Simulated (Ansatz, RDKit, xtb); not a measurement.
# C5H9BO: ranking a sample of isomers

Which of a sample of isomers of C5H9BO is the most stable in the gas at 298.15 K, and what are its properties? The sample is small against all isomers, and the most stable one of this formula need not be in it.

Plan: many cheap relaxations first (GFN2-xTB), then density-functional screening, relaxation at B3LYP/def2-SVP, vibrations (at GFN2-xTB) and a final energy. The numbers are computed, not measured.

### Step 1. Possible bonding patterns

Isomers were taken from a list of plausible structures; this is a sample, not all of them. That gives 5 candidates.

```
label                 SMILES     spin
 c021    B[C@@H]1CC[C@H]1C=O  singlet
 c407  B[C@H]1C[C@@H](C=O)C1  singlet
 c426           BC1(C=O)CCC1  singlet
 c796   B[C@@H]1CC[C@@H]1C=O  singlet
 c951   B[C@H]1C[C@H](C=O)C1  singlet
```

Candidates are built by distance geometry, with a force field where one applies, in up to four conformers (letters a to d).

Q: Predict the outcome of this search (final energies at CCSD(T)/def2-SVP + MP2/def2-TZVPP - MP2/def2-SVP).

| quantity | value |
| --- | --- |
| lowest structure found | BC1(C=O)CCC1, singlet |
| next finalist | B[C@@H]1CC[C@H]1C=O, singlet, 4.3 kcal/mol higher in G |
| share at equilibrium, among the finalists | 99.9 % |

The search ends on `BC1(C=O)CCC1`. The margin of 4.3 kcal/mol over the next finalist is beyond the usual error of the last level; it says nothing of structures that weren't ranked. GFN2-xTB, r2SCAN-D4/def2-SVP, B3LYP/def2-SVP and MP2/def2-SVP already put its bonding pattern lowest among the structures in one piece; HF/STO-3G favours the singlet B[C@H]1C[C@@H](C=O)C1; HF/def2-SVP favours the singlet B[C@@H]1CC[C@H]1C=O. 4 minima inside the window were never screened. Lowest found is not proven lowest: the search is finite, and each finalist counts with one conformer. Only 5 drawn patterns were tried, so whole families of isomers are missing, and the result ranks this sample alone.
